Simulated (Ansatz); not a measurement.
# C2H8NO2V: up Jacob's ladder to CCSD(T)

One table from this session's results is given with a row withheld; the runs are named, their logs left out.

Program: Ansatz 0.2.0, Gaussian basis. Level of theory: functionals in def2-TZVPP, the program's frozen cores in correlated methods. These are calculated values, not measurements.

Levels to be run: LDA (SPW92), PBE-D4, revPBE-D4, BLYP-D4, r2SCAN-D4, B97M-V, PBE0-D4, B3LYP-D4, r2SCANh-D4, r2SCAN0-D4, HSE06-D4, BHLYP-D4, CAM-B3LYP-D4, LC-ωPBE, ωB97X-V, ωB97M-V, B2PLYP, PBE-QIDH; CCSD(T)/def2-SVP; CCSD(T)/def2-TZVPP; MP2/def2-QZVPP; extrapolation to the limit; RPA on PBE.

1 further run of the same task is left out (it didn't finish).

### Structure used throughout

The geometry comes from an earlier relaxation with PBE0-D4 in a triple-zeta def2 set; it is a stationary point, not always the lowest conformer.

SMILES `C[O][V]([CH3])(=[NH])[OH]`, 14 atoms, charge 0, spin multiplicity 1.

Atoms are counted from 1 here; the program's logs count them from 0.

Bond lengths: C1–O2 1.399 Å, C1–H7 1.094 Å, C1–H8 1.094 Å, C1–H9 1.094 Å, O2–V3 1.740 Å, V3–C4 2.019 Å, V3–N5 1.615 Å, V3–O6 1.781 Å, C4–H10 1.091 Å, C4–H11 1.095 Å, C4–H12 1.091 Å, N5–H13 1.011 Å, O6–H14 0.961 Å. Angles: O2–C1–H7 109.6°, O2–C1–H8 109.4°, O2–C1–H9 110.9°, H7–C1–H8 108.5°, H7–C1–H9 109.2°, H8–C1–H9 109.1°, C1–O2–V3 137.8°, O2–V3–C4 105.8°, O2–V3–N5 111.4°, O2–V3–O6 116.2°, C4–V3–N5 102.8°, C4–V3–O6 107.1°, N5–V3–O6 112.4°, V3–C4–H10 109.5°, V3–C4–H11 107.2°, V3–C4–H12 110.1°, H10–C4–H11 110.1°, H10–C4–H12 109.7° and more.

Set-up of the first run:

Input file in.yaml:

```yaml
crystal:
  periodic: [false, false, false]
  atoms:
    - {symbol: C, position_ang: [-2.249833, -0.637496, 0.031285]}
    - {symbol: O, position_ang: [-0.974210, -0.497883, -0.525226]}
    - {symbol: V, position_ang: [0.430346, 0.503856, -0.295304]}
    - {symbol: C, position_ang: [1.842553, -0.701832, 0.498428]}
    - {symbol: N, position_ang: [0.191844, 1.592673, 0.873205]}
    - {symbol: O, position_ang: [1.127881, 1.228736, -1.764779]}
    - {symbol: H, position_ang: [-3.006809, -0.500074, -0.746945]}
    - {symbol: H, position_ang: [-2.357023, -1.644088, 0.446894]}
    - {symbol: H, position_ang: [-2.411877, 0.096758, 0.825568]}
    - {symbol: H, position_ang: [2.749065, -0.125270, 0.689590]}
    - {symbol: H, position_ang: [2.045493, -1.489685, -0.233947]}
    - {symbol: H, position_ang: [1.481667, -1.139091, 1.430472]}
    - {symbol: H, position_ang: [0.156244, 2.434516, 1.431588]}
    - {symbol: H, position_ang: [0.961658, 0.849677, -2.632126]}
basis:
  gaussian: {orbitals: def2-TZVPP}
hamiltonian: {xc: lda}
output: {orbitals: {seedname: orbitals}}
```

Steps of the session up to this table: LDA; PBE-D4 (GGA); revPBE-D4 (GGA); BLYP-D4 (GGA); r2SCAN-D4 (meta-GGA); B97M-V (meta-GGA); PBE0-D4 (hybrid); B3LYP-D4 (hybrid); r2SCANh-D4 (hybrid); r2SCAN0-D4 (hybrid); HSE06-D4 (hybrid); BHLYP-D4 (hybrid); CAM-B3LYP-D4 (range-separated); LC-ωPBE (range-separated); ωB97X-V (range-separated); ωB97M-V (range-separated); B2PLYP (double hybrid); PBE-QIDH (double hybrid).

One of the session's tables, all rows but one given; the rest of the session is left out.

It belongs to the step «Frontier levels by functional». 

```
  functional  HOMO (eV)  LUMO (eV)  gap (eV)
 LDA (SPW92)          ?          ?         ?
      PBE-D4      -6.34      -2.67      3.66
   revPBE-D4      -6.26      -2.59      3.67
     BLYP-D4      -6.21      -2.58      3.64
   r2SCAN-D4      -6.61      -2.60      4.02
      B97M-V      -6.70      -2.58      4.12
     PBE0-D4      -7.75      -1.61      6.14
    B3LYP-D4      -7.51      -1.90      5.61
  r2SCANh-D4      -7.15      -2.19      4.96
  r2SCAN0-D4      -7.95      -1.55      6.41
    HSE06-D4      -7.35      -2.00      5.35
    BHLYP-D4      -9.06      -0.34      8.72
CAM-B3LYP-D4      -9.17      -0.45      8.72
     LC-ωPBE     -10.53       0.73     11.26
     ωB97X-V     -10.18       0.69     10.87
     ωB97M-V     -10.10       0.69     10.79
```

**Question.** Estimate the row for LDA (SPW92).

As computed: HOMO (eV): -6.52; LUMO (eV): -2.91; gap (eV): 3.62. In the column «HOMO (eV)» it lies between r2SCAN-D4 (-6.61) and PBE-D4 (-6.34).
